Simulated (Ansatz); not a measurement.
Crystal: NaLaMnMoO6.

```xyz
10
Lattice="4.7224 -2.7369 0.0020 4.7224 2.7369 0.0020 -3.1780 0.0000 4.4700" Properties=species:S:1:pos:R:3 pbc="T T T"
Na   -0.0031    0.0000    3.3293
La    6.2777    0.0000    1.1522
Mn    3.1283    0.0000    2.2333
Mo    0.0068    0.0000    0.0051
O     4.1282    1.3576    1.2770
O     4.1282   -1.3576    1.2770
O     1.7822    0.0000    0.8403
O     4.4845    0.0000    3.6293
O     2.1325    1.3554    3.1991
O     2.1325   -1.3554    3.1991
```

The cell was built by a generator and needn't be a form met in nature.

Base run:

- Program: Ansatz 0.2.0
- Functional: PBE
- Potentials or basis: Ansatz NC
- Cutoff: 1497 eV
- Density cutoff: 5987 eV
- k mesh: 6 × 6 × 6
- Occupations: fermi-dirac, width 0.05 eV
- Spin: collinear spin, ferromagnetic start
- Starting moments: [0.0, 0.0, 4.0, 1.0, 0.0, 0.0, 0.0, 0.0, 0.0, 0.0] μB

Its results: band gap on the k mesh none (metal or under the smearing width); pressure 0.6 GPa; net moment 2.09 μB per cell; site moments Na +0.00; La -0.01; Mn +2.32; Mo -0.36; O +0.01, +0.02 μB; largest force 0.145 eV/Å.

Task: The run is repeated on the same cell with these changes: potentials or basis from Ansatz NC to PseudoDojo standard (PBE files). What comes out?

Result: Band gap on the k mesh none (metal or under the smearing width); pressure 0.8 GPa; net moment 2.21 μB per cell; site moments Na +0.00; La -0.01; Mn +2.44; Mo -0.36; O +0.01 μB; largest force 0.187 eV/Å.

Caveats: a cell with one magnetic atom can't hold antiferromagnetic order, which such compounds often take; semilocal functionals often make such compounds metallic where correlation or magnetic order opens a gap, which also shifts bond lengths.

Not every run made on this cell is shown here.
